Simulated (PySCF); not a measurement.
**CH6GeO: electronic excitations and core binding energies**

Wanted: the electronic excitations and core binding energies of CH6GeO (`C[O][GeH3]`), by calculation.

Computed with PySCF 2.14.0, with density-fitted response routines of our own, on a single molecule in the gas phase. Atoms count from 0, in the outputs and in this text.

## 1. The starting structure

9 atoms, charge 0, multiplicity 1; geometry from: GFN2-xTB.

Bonds of the start (Å): C0–O1 1.41, O1–Ge2 1.75, C0–H3 1.09, C0–H4 1.09, C0–H5 1.09, Ge2–H6 1.51, Ge2–H7 1.49, Ge2–H8 1.51.

## 2. Ultraviolet spectrum: wB97X-D/def2-SVPD

Job settings and geometry (Å):

```
{"job": {"kind": "uv", "xc": "wB97X-D", "basis": "def2-SVPD", "nstates": 8, "ntriplets": 3}, "charge": 0, "multiplicity": 1}
C      1.381618     0.088282     0.324519
O      0.313249     0.359684    -0.554632
Ge    -1.364090    -0.057238    -0.288832
H      1.503308    -0.985365     0.490777
H      2.287977     0.479517    -0.140191
H      1.240293     0.576633     1.292339
H     -1.511741    -1.548338    -0.146677
H     -1.964554     0.481928    -1.535880
H     -1.872500     0.610892     0.960637
```

Method: TDDFT wB97X-D/def2-SVPD, vertical, gas phase, core orbitals frozen in the response.

**Question.** This job is followed by: delta-SCF UKS SCAN, pcX-2 on the ionised atom, pcseg-1 elsewhere, spin-free X2C. Predict these results of the whole session: lowest singlet (wB97X-D/def2-SVPD); brightest single state of those computed; lowest triplet; C1s binding energies, SCAN/pcX-2; O1s binding energies, SCAN/pcX-2.

As calculated:

```
                                quantity                        value
      lowest singlet (wB97X-D/def2-SVPD)  6.75 eV (184 nm), f = 0.000
brightest single state of those computed  state 3, 7.67 eV, f = 0.054
                          lowest triplet                      6.47 eV
        C1s binding energies, SCAN/pcX-2                 C0 292.17 eV
        O1s binding energies, SCAN/pcX-2                 O1 537.53 eV
```

What this shows: The lowest singlet, at 6.75 eV, is HOMO→LUMO 0.83, HOMO→LUMO+1 0.12 and is dark; of the 8 states computed, the strongest absorption comes from state 3 at 7.67 eV. The lowest triplet lies 0.28 eV below the lowest singlet (triplets in Tamm-Dancoff, singlets in full TDDFT).
